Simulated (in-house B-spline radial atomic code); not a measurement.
# La³⁹⁺: RPA and G0W0 on different mean-field starts

Aim: see how far the highest quasi-particle level and the RPA correlation energy of La³⁹⁺ depend on the orbitals that they are built on.

Program: an in-house B-spline radial atomic code, version 1. Level of theory: RPA, second order, AC-SOSEX and G0W0 (contour deformation) on a scalar-relativistic mean field, all electrons; no spin-orbit coupling, Breit or QED terms, no two-electron picture change. These are calculated values, not measurements, unless marked.

### Step 1. Starting point

- element: lanthanum (Z = 57)
- charge: +39
- electrons: 18
- configuration: [Ne] 3s2 3p6
- Hamiltonian: scalar-relativistic (spin-free one-electron X2C), finite nucleus
- starts: Hartree-Fock, PBE, B3LYP, r2SCAN0, LC-ωPBE

The outer shells:

La39+
```
[Ne] core
3s [↑↓]
3p [↑↓][↑↓][↑↓]
```

### Step 2. Hartree-Fock start

Settings, as recorded:

```ini
Z = 57
electrons = 18.0
configuration = [Ne] 3s2 3p6
hamiltonian = x2c
method = hf
lmax = 9
rms_radius = 4.855
spin_polarised = False
box_radius = 2.51
intervals = 61
```

The run is started by

```sh
$ python run_gw.py task.json out
```

One command runs all members of the session, one after another, from task.json.

From the run's result record (rounded, not every field):

```text
{
  "status": "converged",
  "energies [hartree]": {
    "mean_field": -7237.158647,
    "exx_total": -7237.158647,
    "exchange": -129.5174883,
    "rpa": -1.5353024,
    "rpa_summed": -1.5258503,
    "direct_second_order": -1.6460627,
    "second_order_exchange": 0.54307177,
    "sosex": 0.51853125
  },
  "rpa_by_multipole [hartree]": [-0.223692, -0.779752, -0.245746, -0.172814, -0.0543149, -0.0242048, -0.012478, -0.00708716, -0.00430164, -0.00120502, -0.000254711],
  "polarisability [bohr^3: independent particles, RPA]": [0.0126929, 0.00916915],
  "gap [hartree]": 11.9177,
  "levels [hartree]": [
    {"name": "3p", "occ": 1, "e": -109.6926, "sx": -5.968513, "vxc": -5.968513, "sc": -0.04979038, "z": 0.9908633, "qp": -109.7436, "tail": -0.001204748},
    {"name": "3s", "occ": 1, "e": -117.5903, "sx": -6.836405, "vxc": -6.836405, "sc": 0.5902038, "z": 0.916342, "qp": -117.0012, "tail": -0.001019216},
    {"name": "2p", "occ": 1, "e": -288.1178, "sx": -15.06191, "vxc": -15.06191, "sc": 0.3351012, "z": 0.9910265, "qp": -287.7837, "tail": -0.00108753},
    {"name": "2s", "occ": 1, "e": -311.8365, "sx": -15.85779, "vxc": -15.85779, "sc": 0.2329183, "z": 0.9666765, "qp": -311.6046, "tail": -0.0009765636},
    {"name": "3d", "occ": 0, "e": -97.77492, "sx": -2.39448, "vxc": -2.39448, "sc": -0.1154948, "z": 0.9948512, "qp": -97.89192, "tail": -0.00150811}
  ]
}
```

It took 0.8 s on 1 thread, shared host.

In the record, exx_total is the Hartree-Fock functional on the start's orbitals, rpa_summed the RPA energy up to lmax and rpa the same with the tail beyond it, gap the smallest same-spin excitation energy of the start. For a level, e is the start's value, sx and sc the exchange and correlation self-energies, vxc the start's own term, z the quasi-particle weight, and qp = e + sx − vxc + sc + tail. Deeper levels of weight under 0.85 meet poles of the self-energy and are not shown.

Highest level 3p: -2984.89 eV in the start, -2986.28 eV after G0W0, weight 0.99.

The largest part of the RPA energy comes from multipole 1 (51 % of the sum).

### Step 3. PBE start

Changes to the settings of step 2:

```diff
@@ -4,3 +4,3 @@
 hamiltonian = x2c
-method = hf
+method = pbe,pbe
 lmax = 9
```

From the record:

```text
{
  "status": "converged",
  "energies [hartree]": {
    "mean_field": -7238.115739,
    "exx_total": -7237.145142,
    "exchange": -129.4903774,
    "rpa": -1.6839487,
    "rpa_summed": -1.6744488,
    "direct_second_order": -1.8583164,
    "second_order_exchange": 0.60719541,
    "sosex": 0.56874077
  },
  "rpa_by_multipole [hartree]": [-0.23041, -0.891683, -0.258388, -0.188492, -0.0554229, -0.024526, -0.0125965, -0.007138, -0.00432595, -0.00121085, -0.000255891],
  "polarisability [bohr^3: independent particles, RPA]": [0.0171519, 0.0111163],
  "gap [hartree]": 8.422596,
  "levels [hartree]": [
    {"name": "3p", "occ": 1, "e": -108.1011, "sx": -5.990515, "vxc": -4.403648, "sc": -0.04324245, "z": 0.9857922, "qp": -109.7325, "tail": -0.001205269},
    {"name": "2p", "occ": 1, "e": -283.0996, "sx": -15.04301, "vxc": -10.03596, "sc": 0.3957321, "z": 0.9860942, "qp": -287.712, "tail": -0.001084142},
    {"name": "2s", "occ": 1, "e": -305.7208, "sx": -15.82441, "vxc": -9.726117, "sc": 0.3683887, "z": 0.9058902, "qp": -311.4516, "tail": -0.000959404},
    {"name": "3d", "occ": 0, "e": -99.67855, "sx": -2.416175, "vxc": -4.337327, "sc": -0.1193157, "z": 0.9928037, "qp": -97.87824, "tail": -0.001517503}
  ]
}
```

Wall time 0.8 s (1 thread, shared host).

Highest level 3p: -2941.58 eV in the start, -2985.97 eV after G0W0, weight 0.99.

### Step 4. B3LYP start

Changes to the settings of step 3:

```diff
@@ -4,3 +4,3 @@
 hamiltonian = x2c
-method = pbe,pbe
+method = b3lyp
 lmax = 9
```

From the record:

```text
{
  "status": "converged",
  "energies [hartree]": {
    "mean_field": -7238.339374,
    "exx_total": -7237.149001,
    "exchange": -129.4942352,
    "rpa": -1.6489005,
    "rpa_summed": -1.6394112,
    "direct_second_order": -1.805964,
    "second_order_exchange": 0.59141589,
    "sosex": 0.55674899
  },
  "rpa_by_multipole [hartree]": [-0.229165, -0.864777, -0.255628, -0.184709, -0.05519, -0.0244582, -0.0125713, -0.00712703, -0.00432063, -0.00120957, -0.000255625],
  "polarisability [bohr^3: independent particles, RPA]": [0.0160126, 0.0106599],
  "gap [hartree]": 9.105204,
  "levels [hartree]": [
    {"name": "3p", "occ": 1, "e": -108.4361, "sx": -5.987015, "vxc": -4.734901, "sc": -0.04539575, "z": 0.987115, "qp": -109.7349, "tail": -0.001205206},
    {"name": "2p", "occ": 1, "e": -284.1483, "sx": -15.04664, "vxc": -11.08851, "sc": 0.3787151, "z": 0.9775537, "qp": -287.7288, "tail": -0.001073665},
    {"name": "2s", "occ": 1, "e": -306.9719, "sx": -15.829, "vxc": -10.98087, "sc": 0.3566674, "z": 0.9809407, "qp": -311.4643, "tail": -0.0009840117},
    {"name": "3d", "occ": 0, "e": -99.33094, "sx": -2.412451, "vxc": -3.982121, "sc": -0.1187897, "z": 0.9933199, "qp": -97.88158, "tail": -0.001515467}
  ]
}
```

It took 1 s on 1 thread, shared host.

G0W0 moves 3p down by 35.3 eV, to -2986.04 eV.

### Step 5. r2SCAN0 start

Changes to the settings of step 4:

```diff
@@ -4,3 +4,3 @@
 hamiltonian = x2c
-method = b3lyp
+method = r2scan0
 lmax = 9
```

From the record:

```text
{
  "status": "converged",
  "energies [hartree]": {
    "mean_field": -7238.305328,
    "exx_total": -7237.154594,
    "exchange": -129.5104848,
    "rpa": -1.6273521,
    "rpa_summed": -1.6179137,
    "direct_second_order": -1.7757234,
    "second_order_exchange": 0.58214855,
    "sosex": 0.54939823
  },
  "rpa_by_multipole [hartree]": [-0.227504, -0.85004, -0.253475, -0.182356, -0.0548694, -0.0243233, -0.0125034, -0.0070889, -0.00429753, -0.00120328, -0.00025422],
  "polarisability [bohr^3: independent particles, RPA]": [0.0154422, 0.0104176],
  "gap [hartree]": 9.500073,
  "levels [hartree]": [
    {"name": "3p", "occ": 1, "e": -108.6255, "sx": -5.980793, "vxc": -4.914771, "sc": -0.04705129, "z": 0.9878485, "qp": -109.7398, "tail": -0.001197785},
    {"name": "2p", "occ": 1, "e": -284.8499, "sx": -15.05237, "vxc": -11.78671, "sc": 0.3673299, "z": 0.9840334, "qp": -287.7493, "tail": -0.001076224},
    {"name": "2s", "occ": 1, "e": -307.8644, "sx": -15.84458, "vxc": -11.87715, "sc": 0.3347317, "z": 0.9835068, "qp": -311.4981, "tail": -0.0009897546},
    {"name": "3d", "occ": 0, "e": -99.12547, "sx": -2.407946, "vxc": -3.764292, "sc": -0.1169367, "z": 0.9936229, "qp": -97.88757, "tail": -0.001505572}
  ]
}
```

Run time: 0.9 s. Hardware: 1 thread, shared host.

G0W0 moves 3p down by 30.3 eV, to -2986.17 eV.

### Step 6. LC-ωPBE start

Changes to the settings of step 5:

```diff
@@ -4,3 +4,3 @@
 hamiltonian = x2c
-method = r2scan0
+method = lc_wpbe
 lmax = 9
```

From the record:

```text
{
  "status": "converged",
  "energies [hartree]": {
    "mean_field": -7238.201957,
    "exx_total": -7237.145516,
    "exchange": -129.4896548,
    "rpa": -1.6615417,
    "rpa_summed": -1.6520455,
    "direct_second_order": -1.8239338,
    "second_order_exchange": 0.59692832,
    "sosex": 0.56108231
  },
  "rpa_by_multipole [hartree]": [-0.229937, -0.873726, -0.256959, -0.186089, -0.0553234, -0.0244995, -0.0125872, -0.00713407, -0.0043241, -0.00121041, -0.000255804],
  "polarisability [bohr^3: independent particles, RPA]": [0.0163478, 0.0107927],
  "gap [hartree]": 8.877633,
  "levels [hartree]": [
    {"name": "3p", "occ": 1, "e": -108.3179, "sx": -5.9896, "vxc": -4.618372, "sc": -0.04411032, "z": 0.986646, "qp": -109.7344, "tail": -0.001205741},
    {"name": "2p", "occ": 1, "e": -283.2958, "sx": -15.04254, "vxc": -10.22819, "sc": 0.3882414, "z": 0.9858585, "qp": -287.723, "tail": -0.001083294},
    {"name": "2s", "occ": 1, "e": -305.9403, "sx": -15.82581, "vxc": -9.94332, "sc": 0.3720713, "z": 0.9791721, "qp": -311.4517, "tail": -0.0009901111},
    {"name": "3d", "occ": 0, "e": -99.44026, "sx": -2.415726, "vxc": -4.096826, "sc": -0.119342, "z": 0.9931449, "qp": -97.88002, "tail": -0.001517206}
  ]
}
```

Run time: 1.1 s. Hardware: 1 thread, shared host.

G0W0 moves 3p down by 38.5 eV, to -2986.03 eV.

### Step 7. The members side by side

```csv
start,level,mean field (eV),G0W0 (eV),weight,RPA (hartree),RPA+SOSEX (hartree),"α, direct RPA (bohr³)",time,miss (eV)
Hartree-Fock,3p,-2984.89,-2986.28,0.991,-1.53530,-1.01677,0.009169,0.8 s,+36.3
PBE,3p,-2941.58,-2985.97,0.986,-1.68395,-1.11521,0.01112,0.8 s,+36.0
B3LYP,3p,-2950.70,-2986.04,0.987,-1.64890,-1.09215,0.01066,1 s,+36.0
r2SCAN0,3p,-2955.85,-2986.17,0.988,-1.62735,-1.07795,0.01042,0.9 s,+36.2
LC-ωPBE,3p,-2947.48,-2986.03,0.987,-1.66154,-1.10046,0.01079,1.1 s,+36.0
```

The miss is the G0W0 removal energy (the level with its sign changed) less the tabulated theoretical ionisation energy, 2950.0 ± 4 eV. Times are single runs on a shared host.

### Step 8. Outcome

```
                                          quantity                                                              value
   highest level, mean field (range over the runs)                                            -2984.89 to -2941.58 eV
         highest level, G0W0 (range over the runs)                                            -2986.28 to -2985.97 eV
                            RPA correlation energy                                           -1.684 to -1.535 hartree
                                         RPA+SOSEX                                         -1.1152 to -1.0168 hartree
tabulated theoretical ionisation energy (3p shell)  2950.0 ± 4 eV (NIST Atomic Spectra Database, ionization energies)
               G0W0 removal energy less that value                                                  +36.0 to +36.3 eV
```

The starts spread the highest level over 43.3 eV; after G0W0 0.30 eV remain, 0.70 % of that. Without exact exchange the level is bound too weakly, and G0W0 lowers it by 44 eV. RPA gives the most correlation on PBE and the least on Hartree-Fock (8.8 % apart); over the runs it loosely follows the gap of the start, as smaller excitation energies give more correlation. The tabulated theoretical ionisation energy is 2950.0 ± 4 eV. G0W0 is off by about +36.0 eV (+1.2 %) in every run shown, whatever the start. Without spin-orbit coupling the level is the average over j, while the tabulated threshold takes the electron from j = 3/2, which is bound less; that pushes the computed values up by a part of the shell's splitting. Read as a removal energy, the bare PBE level is off by -8.42 eV (-0.29 %) and the nearest bare level, B3LYP's, by +0.698 eV, nearer than G0W0, but by cancellation: self-interaction lowers its value while this Hamiltonian leaves the G0W0 value too high. Spin-orbit coupling, which splits the 3p shell strongly in so heavy an element, is left out.
